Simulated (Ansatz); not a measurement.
**CH4Ga radical: up Jacob's ladder to CCSD(T)**

One table from this session's results is given with a row withheld; the runs are named, their logs left out.

Program: Ansatz 0.2.0, Gaussian basis. Level of theory: functionals in def2-TZVPP, the program's frozen cores in correlated methods. These are calculated values, not measurements.

Plan: LDA (SPW92), PBE-D4, revPBE-D4, BLYP-D4, r2SCAN-D4, B97M-V, PBE0-D4, B3LYP-D4, r2SCANh-D4, r2SCAN0-D4, HSE06-D4, BHLYP-D4, CAM-B3LYP-D4, LC-ωPBE, ωB97X-V, ωB97M-V, B2PLYP, PBE-QIDH; CCSD(T)/def2-SVP; MP2/def2-TZVPP; MP2/def2-QZVPP; RPA on PBE.

1 further run of the same task is left out (it didn't finish).

**The relaxed structure**

An earlier PBE0-D4 in a triple-zeta def2 set relaxation fixed the geometry.

SMILES `[CH3][GaH]`, 6 atoms, charge 0, spin multiplicity 2.

Atoms are counted from 1 here; the program's logs count them from 0.

Bond lengths: C1–Ga2 1.990 Å, C1–H3 1.089 Å, C1–H4 1.094 Å, C1–H5 1.094 Å, Ga2–H6 1.603 Å. Angles: Ga2–C1–H3 113.1°, Ga2–C1–H4 108.5°, Ga2–C1–H5 108.8°, H3–C1–H4 109.1°, H3–C1–H5 109.3°, H4–C1–H5 107.8°, C1–Ga2–H6 119.3°.

The first run:

in.yaml

```yaml
crystal:
  periodic: [false, false, false]
  atoms:
    - {symbol: C, position_ang: [-0.029332, -0.418284, -0.518048]}
    - {symbol: Ga, position_ang: [0.685670, 0.372583, 1.162145]}
    - {symbol: H, position_ang: [0.574686, -1.243097, -0.892854]}
    - {symbol: H, position_ang: [-1.046384, -0.775585, -0.328730]}
    - {symbol: H, position_ang: [-0.085664, 0.364734, -1.280282]}
    - {symbol: H, position_ang: [-0.056876, 1.635649, 1.811567]}
basis:
  gaussian: {orbitals: def2-TZVPP}
magnetization: {spin_polarized: true, initial_magnetization: 1}
hamiltonian: {xc: lda}
output: {orbitals: {seedname: orbitals}}
```

Among the steps run: LDA; PBE-D4 (GGA); revPBE-D4 (GGA); BLYP-D4 (GGA); r2SCAN-D4 (meta-GGA); B97M-V (meta-GGA); PBE0-D4 (hybrid); B3LYP-D4 (hybrid); r2SCANh-D4 (hybrid); r2SCAN0-D4 (hybrid); HSE06-D4 (hybrid); BHLYP-D4 (hybrid); CAM-B3LYP-D4 (range-separated); LC-ωPBE-D4 (range-separated; the results give it without D4); ωB97X-V (range-separated); ωB97M-V (range-separated); B2PLYP (double hybrid); PBE-QIDH (double hybrid).

One of the session's tables, all rows but one given; the rest of the session is left out.

It belongs to the step «Orbital energies across the functionals». 

| functional | HOMO (eV) | LUMO (eV) | gap (eV) |
| --- | --- | --- | --- |
| LDA (SPW92) | -4.26 | -3.31 | 0.94 |
| PBE-D4 | -4.23 | -2.99 | 1.25 |
| revPBE-D4 | ? | ? | ? |
| BLYP-D4 | -4.06 | -3.06 | 0.99 |
| r2SCAN-D4 | -4.57 | -2.58 | 1.99 |
| B97M-V | -4.34 | -3.28 | 1.06 |
| PBE0-D4 | -5.24 | -2.07 | 3.16 |
| B3LYP-D4 | -5.01 | -2.52 | 2.49 |
| r2SCANh-D4 | -4.93 | -2.28 | 2.65 |
| r2SCAN0-D4 | -5.48 | -1.84 | 3.64 |
| HSE06-D4 | -4.84 | -2.45 | 2.39 |
| BHLYP-D4 | -6.07 | -1.38 | 4.69 |
| CAM-B3LYP-D4 | -6.43 | -1.28 | 5.15 |
| LC-ωPBE | -7.79 | 0.18 | 7.96 |
| ωB97X-V | -7.30 | -0.23 | 7.07 |
| ωB97M-V | -7.18 | -0.40 | 6.78 |

Q: Estimate the row for revPBE-D4 from the others.

**Answer.** HOMO (eV): -4.21; LUMO (eV): -2.86; gap (eV): 1.34. In the column «HOMO (eV)» it lies between PBE-D4 (-4.23) and BLYP-D4 (-4.06).
